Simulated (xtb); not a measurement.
# ZrP2H6F4 (trans-Zr(PH3)2F4): GFN1-xTB

Wanted: a geometry optimisation of ZrP2H6F4 (trans-Zr(PH3)2F4). 

The calculation is run with xtb 6.7.1.

1 further run of the same task is left out (set aside as unsound or not needed).

## 1. The structure to begin with

The species is ZrP2H6F4 (13 atoms), meant as a singlet with charge 0. SMILES: `[F][Zr]([F])([F])([F])(<-[PH3])<-[PH3]`. All atoms were displaced at random from a relaxed shape. The run starts from this shape.

Bond lengths: Zr1–P2 2.711 Å, Zr1–P6 2.773 Å, Zr1–F10 1.832 Å, Zr1–F11 1.895 Å, Zr1–F12 1.939 Å, Zr1–F13 1.951 Å, P2–H3 1.339 Å, P2–H4 1.478 Å, P2–H5 1.402 Å, P6–H7 1.374 Å, P6–H8 1.438 Å, P6–H9 1.463 Å. Some angles: P2–Zr1–P6 176.8°, P2–Zr1–F10 72.2°, P2–Zr1–F11 79.7°, P2–Zr1–F12 110.4°, P2–Zr1–F13 101.0°, P6–Zr1–F10 111.0°, P6–Zr1–F11 97.1°, P6–Zr1–F12 69.8°, P6–Zr1–F13 79.1°, F10–Zr1–F11 151.8°.

## 2. A structure relaxation at GFN1-xTB

The input, input.inp:

```
$opt
   hessian=swart
$end
```

The input, mol.xyz:

```xyz
13
F4H6P2Zr
Zr     0.05873000    -0.03482000     0.02691000
P     -0.15708000     0.12818000     2.72390000
H      0.53133000     1.04499000     3.41521000
H      0.51038000    -0.94788000     3.48610000
H     -1.20074000     0.21409000     3.65619000
P      0.12508000    -0.19483000    -2.74104000
H      0.97880000     0.57680000    -3.49175000
H     -0.98428000     0.56034000    -3.25737000
H      0.01563000    -1.21142000    -3.78683000
F      1.75081000    -0.07520000     0.72906000
F     -1.82295000     0.09688000     0.20966000
F      0.26779000     1.73269000    -0.74219000
F      0.05603000    -1.96926000    -0.22996000
```

Launch:

```sh
$ xtb -I input.inp -o normal --gfn 1 -c 0 -- mol.xyz > out.txt 2> xtb.err
```

**Question.** What will come out? Wanted: total energy at the end; dipole moment; HOMO energy; LUMO energy; HOMO–LUMO gap; dispersion energy.

**Answer.** As computed:

At GFN1-xTB:

```
               quantity          value
total energy at the end   -30.83993 Eh
          dipole moment         1.55 D
            HOMO energy      -12.22 eV
            LUMO energy       -8.51 eV
          HOMO–LUMO gap        3.71 eV
      dispersion energy  -14.00 kJ/mol
```

At the final geometry: Bond lengths: Zr1–P2 2.636 Å, Zr1–P6 2.638 Å, Zr1–F10 1.916 Å, Zr1–F11 1.840 Å, Zr1–F12 1.915 Å, Zr1–F13 1.840 Å, P2–H3 1.382 Å, P2–H4 1.382 Å, P2–H5 1.404 Å, P6–H7 1.382 Å, P6–H8 1.382 Å, P6–H9 1.404 Å. Some angles: P2–Zr1–P6 162.9°, P2–Zr1–F10 57.1°, P2–Zr1–F11 89.7°, P2–Zr1–F12 109.3°, P2–Zr1–F13 101.3°, P6–Zr1–F10 109.4°, P6–Zr1–F11 101.3°, P6–Zr1–F12 57.1°, P6–Zr1–F13 89.8°, F10–Zr1–F11 145.9°. The optimisation took 40 steps and changed the energy by -0.690 eV.
